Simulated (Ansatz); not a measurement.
# YSb: the cost of one run

Computed with Ansatz 0.2.0, driven from Python. Level of theory: DFT LDA, plane waves, PAW.

The COD entry's cell or inner coordinates are ideal or old and differ from later refinements, so a difference from it is no clean test against experiment.

### Step 1. Starting point

It takes space group Fm-3m (No. 225, cubic). Conventional cell: a = 6.190 Å, b = 6.190 Å, c = 6.190 Å, α = 90.00°, β = 90.00°, γ = 90.00°. Y (site symmetry m-3m) has 6 Sb at 3.10 Å as nearest neighbours. Sb (site symmetry m-3m) is surrounded by 6 Y at 3.10 Å.

No structure file is read: the coordinates are typed or built in the script.

### Step 2. The script

ysb_vcrelax.py reads:

```python
# -*- coding: utf-8 -*-
"""Relax cell and ions of YSb."""

import ansatz
from ase import Atoms
from ase.io import write
from ase.neighborlist import neighbor_list
import matplotlib.pyplot as plt
import numpy as np

SETTINGS = {
    "width_ev": 0.3,
    "scf_tol": 1e-05,
    "max_scf": 80,
    "n_empty": 8,
    "force_tol": 0.001,
}

def edges_and_angles(cell):
    cell = np.asarray(cell)
    a, b, c = np.linalg.norm(cell, axis=1)
    cosines = cell[1] @ cell[2] / (b * c), cell[0] @ cell[2] / (a * c), cell[0] @ cell[1] / (a * b)
    return (a, b, c, *np.degrees(np.arccos(cosines)))


def main():
    structure = (
        ansatz.Lattice.of((0.0, 3.095, 3.095), (3.095, 0.0, 3.095), (3.095, 3.095, 0.0))
        .atom("Y", (0.5, 0.5, 0.5))
        .atom("Sb", (0.0, 0.0, 0.0))
    )

    # part of the cell is held
    job = structure.calculation()
    job = job.functional(ansatz.Functional.LDA)
    job = job.basis(39 * ansatz.Ry, xc_grid=1)
    job = job.kpoints(8).occupations(ansatz.OccupationsMethod.FERMI_DIRAC, width=SETTINGS["width_ev"])
    job = job.scf(tolerance=SETTINGS["scf_tol"], max_iterations=SETTINGS["max_scf"], extra_bands=SETTINGS["n_empty"])
    job = job.relax(force_tolerance=SETTINGS["force_tol"], max_steps=100, fix_cell=["c", "angles"])
    steps = []


    def collect(event):
        if event["event"] == "relax_step":
            steps.append(event["data"])


    done = job.session().plan().execute(on_event=collect)
    r = done.report
    for s in steps:
        flag = "" if s["accepted"] else "  (rejected)"
        print("step %2d  E = %.5f eV  largest force component = %.4f eV/A%s" % (s["step"], s["lagrangian_ev"], s["allowed_force_max_ev_ang"], flag))

    first, last = steps[0], steps[-1]
    symbols = [site.symbol for site in done.lattice.sites]
    print(f"energy gained {first['lagrangian_ev'] - last['lagrangian_ev']:.4f} eV in {len(steps) - 1} steps")
    for label, vectors in (("before", first["cell_ang"]), ("after", done.lattice.cell_ang)):
        print(label, "a b c (A) {:.4f} {:.4f} {:.4f}  angles {:.2f} {:.2f} {:.2f}".format(*edges_and_angles(vectors)), f" V = {abs(np.linalg.det(vectors)):.3f} A^3")
    print("final stress xx yy zz (GPa, compression positive):", np.round(np.diag(r["stress_gpa"]), 3) + 0.0)

    print("relaxed fractional positions")
    for site in done.lattice.sites:
        print(f"  {site.symbol:2s}", " ".join(f"{v % 1:8.5f}" for v in np.round(site.position_frac, 5)))

    relaxed = Atoms(symbols, positions=[site.position_ang for site in done.lattice.sites], cell=done.lattice.cell_ang, pbc=True)
    write("relaxed.cif", relaxed, format="cif")

    final = Atoms(symbols, positions=last["positions_ang"], cell=done.lattice.cell_ang, pbc=True)
    i, j, d = neighbor_list("ijd", final, 4.5)
    print("neighbours within 1.2 times the shortest distance of each atom (A)")
    for atom in range(len(final)):
        near = [m for m in np.argsort(d) if i[m] == atom]
        shell = [m for m in near if d[m] < 1.2 * d[near[0]]]
        print(f"{symbols[atom]}{atom} ({len(shell)}):", ", ".join(f"{symbols[j[m]]} {d[m]:.3f}" for m in shell))

    fig, (top, bottom) = plt.subplots(2, 1, sharex=True, figsize=(4.5, 4))
    top.plot([s["lagrangian_ev"] - last["lagrangian_ev"] for s in steps], "o-")
    top.set_ylabel("E - E(final) (eV)")
    bottom.semilogy([max(s["allowed_force_max_ev_ang"], 1e-6) for s in steps], "s-")
    bottom.set(xlabel="step", ylabel="largest force (eV/A)")
    fig.tight_layout()
    fig.savefig("relax.png", dpi=100)

    for key in ("converged", "n_iterations", "n_electrons", "n_kpoints", "n_pw", "n_symmetry_ops", "free_energy_ev", "fermi_energy_ev"):
        print(f"{key:18s} {r[key]}")


if __name__ == "__main__":
    main()
```

### Step 3. Running it

On the command line:

```
$ python ysb_vcrelax.py
```

What time and memory should one allow on 1 thread of Arm Neoverse N1, shared host?

About 84 s, with a peak of 0.66 GiB.
